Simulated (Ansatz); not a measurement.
Crystal: CoAu4.

```
CELL_PARAMETERS angstrom
1.45277 0.83876 11.66605
-1.45277 0.83876 11.66605
0.00000 -1.67752 11.66605
ATOMIC_POSITIONS crystal
Au 0.60667 0.60667 0.60667
Au 0.20228 0.20228 0.20228
Au 0.79772 0.79772 0.79772
Au 0.39333 0.39333 0.39333
Co 0.00000 0.00000 0.00000
```

The cell comes from a database or a generator and needn't be the stable form of this composition.

| Item | Value |
| --- | --- |
| Program | Ansatz 0.2.0 |
| Task | relaxation of cell and atoms |
| Functional | r2SCAN |
| Potentials or basis | Ansatz PAW |
| Cutoff | 500 eV (not typed: the program's choice for these potentials) |
| k mesh | 11 × 11 × 11 |
| Occupations | fermi-dirac, width 0.05 eV |
| Spin | collinear spin, ferromagnetic start |
| Starting moments | [0.0, 0.0, 0.0, 0.0, 2.0] μB |

At the start: volume 17.06 Å³/atom.

**Question.** How do energy, volume and symmetry change on relaxing?

**Answer.** It ends after 6 steps and the volume is 16.51 Å³/atom (-3.2 %); space group R-3m (No. 166, to 0.05 Å); moment 1.98 μB per cell.

The path:
```tsv
step	energy change (eV)	largest force (eV/Å)	volume (Å³)
1	0.0000	0.0571	85.29
2	-0.0517	0.0103	82.93
3	-0.0551	0.0067	82.38
4	-0.0553	0.0297	82.51
5	-0.0555	0.0044	82.57
6	-0.0541	0.0044	82.57
```

Final structure:
```yaml
crystal:
  lattice:
    - [1.42615, 0.82339, 11.71860]
    - [-1.42615, 0.82339, 11.71860]
    - [0.00000, -1.64678, 11.71860]
  atoms:
    - { symbol: Au, position: [0.60626, 0.60626, 0.60626] }
    - { symbol: Au, position: [0.20205, 0.20205, 0.20205] }
    - { symbol: Au, position: [0.79795, 0.79795, 0.79795] }
    - { symbol: Au, position: [0.39374, 0.39374, 0.39374] }
    - { symbol: Co, position: [0.00000, 0.00000, 0.00000] }
```

Caveat: the magnetic or orbital state may not be the lowest; the plane-wave basis is chosen anew once the cell has moved, so the energies of steps on either side of that aren't comparable; the PAW data sets come from PBE, with cores solved anew for the run's functional, which leaves a small shift of forces and pressure.
